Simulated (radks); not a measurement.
**Valence configurations of Cu³⁺**

Aim: which of several valence configurations of Cu³⁺ lies lowest at this level, and whether it is the one NIST lists ([Ar] 3d8).

Method: scalar-relativistic Kohn-Sham, PBEsol, spin-polarised, spherical densities, finite nucleus; open shells are filled with parallel spins first. Code: radks (a radial shooting solver on a logarithmic mesh, Libxc functionals) version 1.

## (1) What is computed

| Item | Value |
| --- | --- |
| element | copper (Z = 29) |
| charge | +3 |
| electrons | 26 |
| configuration | [Ar] 3d8 |
| nuclear rms radius | 3.8823 fm |
| others tried | 3d6 4s2; 3d7 4p1; 3d6 4p2; 3d7 4s1; 3d7.5 4s0.5; 3d7 4s0.5 4p0.5; 3d6 4s1 4p1 |

Outer shells as boxes (Hund's rule):

Cu³⁺
```
[Ar] core
3d [↑↓][↑↓][↑↓][↑ ][↑ ]
```

In the logs a row gives level, spin channel, occupation and eigenvalue; Etot, Ekin, Encl (electron-nucleus), Eh (Hartree) and Exc are energies, all in hartree; err is the last residual, it the number of iterations.

## (2) [Ar] 3d8

Settings of this run:

```text
Z 29
configuration [Ar] 3d8
relativity scalar-relativistic
functional pbe_sol,pbe_sol
spin polarised
nucleus finite rms 3.8823 fm
c 137.035999084
```

The log of the run:

```text
1s      1   1.0000        -326.67822209
2s      1   1.0000         -40.76100012
2p      1   3.0000         -35.42348947
3s      1   1.0000          -5.93279527
3p      1   3.0000          -4.36208051
3d      1   5.0000          -1.83466673
1s      2   1.0000        -326.67809612
2s      2   1.0000         -40.71254306
2p      2   3.0000         -35.38691353
3s      2   1.0000          -5.84277588
3p      2   3.0000          -4.27361469
3d      2   3.0000          -1.74983826
Etot -1651.01147166971
Ekin 1675.5118723437063
Encl -3933.438156608895
Eh 671.7894001903812
Exc -64.87458759490245
err 3.2690190999310442e-09
it 15
```

Highest occupied level: 3d down at -47.616 eV.

Sizes of the orbitals, from the radial functions (bohr):

| level | occupation | energy (eV) | <r> | outermost maximum (interpolated) | 90 % within | nodes |
| --- | --- | --- | --- | --- | --- | --- |
| 2p up | 3 | -963.92 | 0.2066 | 0.158 | 0.338 | 0 |
| 2p down | 3 | -962.93 | 0.2064 | 0.158 | 0.338 | 0 |
| 3s up | 1 | -161.44 | 0.7054 | 0.612 | 1.06 | 2 |
| 3s down | 1 | -158.99 | 0.7068 | 0.612 | 1.06 | 2 |
| 3p up | 3 | -118.70 | 0.7359 | 0.616 | 1.13 | 1 |
| 3p down | 3 | -116.29 | 0.7382 | 0.617 | 1.14 | 1 |
| 3d up | 5 | -49.924 | 0.8499 | 0.586 | 1.44 | 0 |
| 3d down | 3 | -47.616 | 0.8626 | 0.589 | 1.47 | 0 |

The radial density on a logarithmic grid:

| r (bohr) | 4πr²ρ (e/bohr) |
| --- | --- |
| 0.00220 | 1.019 |
| 0.00315 | 1.950 |
| 0.00452 | 3.640 |
| 0.00643 | 6.485 |
| 0.00921 | 11.15 |
| 0.0132 | 17.90 |
| 0.0189 | 26.05 |
| 0.0271 | 33.09 |
| 0.0389 | 35.19 |
| 0.0557 | 31.30 |
| 0.0793 | 28.03 |
| 0.114 | 33.43 |
| 0.163 | 40.22 |
| 0.233 | 31.86 |
| 0.334 | 18.65 |
| 0.479 | 20.23 |
| 0.687 | 21.14 |
| 0.977 | 11.56 |
| 1.40 | 3.336 |
| 2.01 | 0.5528 |
| 2.88 | 0.04396 |

## (3) [Ar] 3d6 4s2

Changes since step 2:

```diff
@@ -1,3 +1,3 @@
 Z 29
-configuration [Ar] 3d8
+configuration [Ar] 3d6 4s2
 relativity scalar-relativistic
```

The log of the run:

```text
1s      1   1.0000        -327.42679558
2s      1   1.0000         -41.62808526
2p      1   3.0000         -36.27610904
3s      1   1.0000          -6.66269916
3p      1   3.0000          -5.07370405
3d      1   5.0000          -2.50702885
4s      1   1.0000          -1.49107566
1s      2   1.0000        -327.42613804
2s      2   1.0000         -41.51514713
2p      2   3.0000         -36.19077625
3s      2   1.0000          -6.45925502
3p      2   3.0000          -4.87363964
3d      2   1.0000          -2.30977069
4s      2   1.0000          -1.45075234
Etot -1649.6949026181978
Ekin 1674.3209943633046
Encl -3913.4002262811905
Eh 653.4260172733545
Exc -64.04168797366643
err 1.2537177252521606e-09
it 14
```

Energy against step 2 ([Ar] 3d8): +35.826 eV. Highest occupied level: 4s down at -39.477 eV.

## (4) [Ar] 3d7 4p1

Changes since step 3:

```diff
@@ -1,3 +1,3 @@
 Z 29
-configuration [Ar] 3d6 4s2
+configuration [Ar] 3d7 4p1
 relativity scalar-relativistic
```

The log of the run:

```text
1s      1   1.0000        -327.08209916
2s      1   1.0000         -41.21944948
2p      1   3.0000         -35.87510902
3s      1   1.0000          -6.33553177
3p      1   3.0000          -4.75583067
3d      1   5.0000          -2.20622478
4p      1   1.0000          -1.09816907
1s      2   1.0000        -327.07954086
2s      2   1.0000         -41.13990375
2p      2   3.0000         -35.81385311
3s      2   1.0000          -6.18813979
3p      2   3.0000          -4.60989702
3d      2   2.0000          -2.05988751
4p      2   0.0000          -1.00690837
Etot -1650.1378619216946
Ekin 1674.6917258044232
Encl -3922.086637680608
Eh 661.6816893156729
Exc -64.42463936118267
err 4.325423287379868e-09
it 15
```

E − E(step 2, [Ar] 3d8) = +23.772 eV. 4p up is the highest filled level (-29.883 eV).

## (5) [Ar] 3d6 4p2

Changes since step 4:

```diff
@@ -1,3 +1,3 @@
 Z 29
-configuration [Ar] 3d7 4p1
+configuration [Ar] 3d6 4p2
 relativity scalar-relativistic
```

The log of the run:

```text
1s      1   1.0000        -327.51353345
2s      1   1.0000         -41.71482493
2p      1   3.0000         -36.36289443
3s      1   1.0000          -6.75276703
3p      1   3.0000          -5.16361223
3d      1   5.0000          -2.59644951
4p      1   2.0000          -1.21612672
1s      2   1.0000        -327.50775805
2s      2   1.0000         -41.59833296
2p      2   3.0000         -36.27216347
3s      2   1.0000          -6.53903738
3p      2   3.0000          -4.95146018
3d      2   1.0000          -2.38074500
4p      2   0.0000          -1.06898363
Etot -1649.076924634564
Ekin 1673.6901841918777
Encl -3910.020803484381
Eh 651.2879963861819
Exc -64.03430172824292
err 4.441915400471724e-09
it 14
```

E − E(step 2, [Ar] 3d8) = +52.642 eV. Highest occupied level: 4p up at -33.092 eV.

## (6) [Ar] 3d7 4s1

Changes since step 5:

```diff
@@ -1,3 +1,3 @@
 Z 29
-configuration [Ar] 3d6 4p2
+configuration [Ar] 3d7 4s1
 relativity scalar-relativistic
```

The log of the run:

```text
1s      1   1.0000        -327.03338080
2s      1   1.0000         -41.17183976
2p      1   3.0000         -35.82740229
3s      1   1.0000          -6.28612905
3p      1   3.0000          -4.70691382
3d      1   5.0000          -2.15971952
4s      1   1.0000          -1.40742891
1s      2   1.0000        -327.02991096
2s      2   1.0000         -41.09172775
2p      2   3.0000         -35.76629353
3s      2   1.0000          -6.13786469
3p      2   3.0000          -4.55984570
3d      2   2.0000          -2.01101134
4s      2   0.0000          -1.30617167
Etot -1650.473359460186
Ekin 1675.0393993893522
Encl -3923.9648276928883
Eh 662.9339113285312
Exc -64.481842485181
err 5.44379699693118e-09
it 14
```

Energy against step 2 ([Ar] 3d8): +14.643 eV. The top filled level is 4s up, -38.298 eV.

## (7) [Ar] 3d7.5 4s0.5

Changes since step 6:

```diff
@@ -1,3 +1,3 @@
 Z 29
-configuration [Ar] 3d7 4s1
+configuration [Ar] 3d7.5 4s0.5
 relativity scalar-relativistic
```

The log of the run:

```text
1s      1   1.0000        -326.85163587
2s      1   1.0000         -40.96119831
2p      1   3.0000         -35.62032252
3s      1   1.0000          -6.10672602
3p      1   3.0000          -4.53187927
3d      1   5.0000          -1.99434854
4s      1   0.5000          -1.34142533
1s      2   1.0000        -326.84993396
2s      2   1.0000         -40.89767006
2p      2   3.0000         -35.57207333
3s      2   1.0000          -5.98866100
3p      2   3.0000          -4.41510125
3d      2   2.5000          -1.87815222
4s      2   0.0000          -1.27451531
Etot -1650.7580390089574
Ekin 1675.2901992803397
Encl -3928.802429148122
Eh 667.4252922585248
Exc -64.67110139969972
err 4.036488890568356e-09
it 14
```

Energy against step 2 ([Ar] 3d8): +6.896 eV. 4s up is the highest filled level (-36.502 eV).

## (8) [Ar] 3d7 4s0.5 4p0.5

Changes since step 7:

```diff
@@ -1,3 +1,3 @@
 Z 29
-configuration [Ar] 3d7.5 4s0.5
+configuration [Ar] 3d7 4s0.5 4p0.5
 relativity scalar-relativistic
```

The log of the run:

```text
1s      1   1.0000        -327.05780263
2s      1   1.0000         -41.19571680
2p      1   3.0000         -35.85132774
3s      1   1.0000          -6.31089658
3p      1   3.0000          -4.73144356
3d      1   5.0000          -2.18306394
4s      1   0.5000          -1.42075610
4p      1   0.5000          -1.08521431
1s      2   1.0000        -327.05478566
2s      2   1.0000         -41.11589113
2p      2   3.0000         -35.79014728
3s      2   1.0000          -6.16306092
3p      2   3.0000          -4.58492996
3d      2   2.0000          -2.03550698
4s      2   0.0000          -1.32197093
4p      2   0.0000          -0.99293567
Etot -1650.30562982692
Ekin 1674.8656971017908
Encl -3923.0243807417437
Eh 662.3054302282329
Exc -64.45237641520028
err 3.181524540686848e-09
it 15
```

E − E(step 2, [Ar] 3d8) = +19.207 eV. 4p up is the highest filled level (-29.530 eV).

## (9) [Ar] 3d6 4s1 4p1

Changes since step 8:

```diff
@@ -1,3 +1,3 @@
 Z 29
-configuration [Ar] 3d7 4s0.5 4p0.5
+configuration [Ar] 3d6 4s1 4p1
 relativity scalar-relativistic
```

The log of the run:

```text
1s      1   1.0000        -327.46795063
2s      1   1.0000         -41.66972883
2p      1   3.0000         -36.31774119
3s      1   1.0000          -6.70653207
3p      1   3.0000          -5.11783533
3d      1   5.0000          -2.55249703
4s      1   1.0000          -1.55205497
4p      1   1.0000          -1.19375893
1s      2   1.0000        -327.46125167
2s      2   1.0000         -41.55259115
2p      2   3.0000         -36.22720300
3s      2   1.0000          -6.49195550
3p      2   3.0000          -4.90468239
3d      2   1.0000          -2.33493679
4s      2   0.0000          -1.39560115
4p      2   0.0000          -1.04448921
Etot -1649.435649577757
Ekin 1674.0635293890637
Encl -3911.852062488616
Eh 652.4404963387403
Exc -64.0876128169449
err 4.294199072478323e-09
it 14
```

Energy against step 2 ([Ar] 3d8): +42.880 eV. The top filled level is 4p up, -32.484 eV.

## (10) All runs together

| valence | E − E(NIST configuration) (eV) | moment (μB) | highest level | its energy (eV) | 1s shift (eV) |
| --- | --- | --- | --- | --- | --- |
| 3d8 | 0.000 | 2 | 3d down | -47.616 | +0.00 |
| 3d7.5 4s0.5 | 6.896 | 3 | 4s up | -36.502 | -4.72 |
| 3d7 4s1 | 14.643 | 4 | 4s up | -38.298 | -9.66 |
| 3d7 4s0.5 4p0.5 | 19.207 | 4 | 4p up | -29.530 | -10.33 |
| 3d7 4p1 | 23.772 | 4 | 4p up | -29.883 | -10.99 |
| 3d6 4s2 | 35.826 | 4 | 4s down | -39.477 | -20.37 |
| 3d6 4s1 4p1 | 42.880 | 6 | 4p up | -32.484 | -21.49 |
| 3d6 4p2 | 52.642 | 6 | 4p up | -33.092 | -22.73 |

Theory agrees with NIST among these: the next, 3d7.5 4s0.5, lies 6.896 eV higher. The energies are those of spherical high-spin densities, not of single terms. The 1s eigenvalue shifts by up to 22.73 eV as the valence charge is rearranged.
